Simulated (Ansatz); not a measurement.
# SbPd3 (Fm-3m): supercell folding check from a Python script

Wanted for SbPd3 (Fm-3m): a supercell folding check.

Computed with Ansatz 0.2.0 through its Python package. Level of theory: DFT PBEsol, plane waves, PAW.

## 1. Starting point

It takes space group Fm-3m (No. 225, cubic). The conventional cell has a = 6.388 Å, b = 6.388 Å, c = 6.388 Å, α = 90.00°, β = 90.00°, γ = 90.00°. Sb (site symmetry m-3m) is surrounded by 8 Pd at 2.77 Å. Pd (site symmetry -43m) is surrounded by 4 Sb at 2.77 Å and 4 Pd at 2.77 Å. Pd (site symmetry m-3m) is surrounded by 8 Pd at 2.77 Å.

The script holds or builds the structure itself.

## 2. Script

fold_sbpd3.py reads:

```python
from dataclasses import dataclass
import warnings

import ansatz as az


@dataclass
class Settings:
    smearing: str = "methfessel_paxton"
    width_ev: float = 0.15
    functional: str = "PBEsol"
    cutoff_ev: int = 470


opts = Settings()

warnings.simplefilter("ignore", az.DeckWarning)

cell = (
    az.Lattice.of((0.0, 3.193878, 3.193878), (3.193878, 0.0, 3.193878), (3.193878, 3.193878, 0.0))
    .atom("Sb", (0.5, 0.5, 0.5))
    .atom("Pd", (0.75, 0.75, 0.75))
    .atom("Pd", (0.25, 0.25, 0.25))
    .atom("Pd", (0.0, 0.0, 0.0))
)

mesh = (4, 4, 4)
rows = []
for repeats in [(1, 1, 1), (1, 1, 2)]:
    model = (
        cell.supercell(*repeats).calculation()
        .occupations(opts.smearing, width=opts.width_ev)
        .functional(opts.functional)
        .pseudopotentials("paw")
        .basis(opts.cutoff_ev)
        .kpoints(*(k // n for k, n in zip(mesh, repeats)))
    )
    data = model.run(threads=1, pin="off").report
    n = len(data["lattice"]["sites"])
    rows.append((repeats, n, data["free_energy_ev"] / n, data["fermi_energy_ev"], data["n_kpoints"], data["n_symmetry_ops"]))
print("       repeats           atoms       F/atom eV  Fermi level eV        k-points  symmetry operations")
for row in rows:
    print(f"{str(row[0]):>14s}  {row[1]:14d}  {row[2]:14.5f}  {row[3]:14.4f}  {row[4]:14d}  {row[5]:19d}")
```

## 3. Running it

Run with:

```console
$ python fold_sbpd3.py
```

Standard output:

```text
       repeats           atoms       F/atom eV  Fermi level eV        k-points  symmetry operations
     (1, 1, 1)               4     -6782.38623         18.6498               8                   48
     (1, 1, 2)               8     -6782.38623         18.6498               8                   24
```

Run time: 5.6 s. Hardware: 1 thread of Intel Xeon Platinum 8375C at 2.90GHz (Ice Lake), shared host; peak memory 0.5 GiB.

## 4. What the script built

Run 2 starts from these 8 atoms:

```xyz
8
Lattice="0.000 3.194 3.194 3.194 0.000 3.194 6.388 6.388 0.000" Properties=species:S:1:pos:R:3 pbc="T T T"
Sb    3.194    3.194    3.194
Pd    4.791    4.791    4.791
Pd    1.597    1.597    1.597
Pd    0.000    0.000    0.000
Sb    6.388    6.388    3.194
Pd    7.985    7.985    4.791
Pd    4.791    4.791    1.597
Pd    3.194    3.194    0.000
```

Lines on the test bed's own set-up are left out of the output.

## 5. Run by run

From the records of these 2 runs:

```csv
run,system,k mesh,energy from run 2 (meV/atom),SCF cycles,CPU time (s)
1,SbPd3 (4 atoms),"[4, 4, 4]",0.00,6,1
2,SbPd3 (8 atoms),"[4, 4, 2]",0.00,6,3.8
```

Energies are free energies F = E - TS of the smeared occupations. 

## 6. Outcome

| quantity | value |
| --- | --- |
| runs compared | 2 |
| largest difference per atom | 0.000 meV |

**Reading.** Cells and meshes that sample the same points give the same energy per atom. Notes:
- The mesh is modest for a metal, so energies can be off by several to tens of meV an atom and pressures by half a GPa or more; differences at equal mesh fare better.
- This cell is a computed structure, which may not be the phase found in nature.
- The count of operations in a supercell holds its pure translations too, and an uneven repeat can lower the point group.
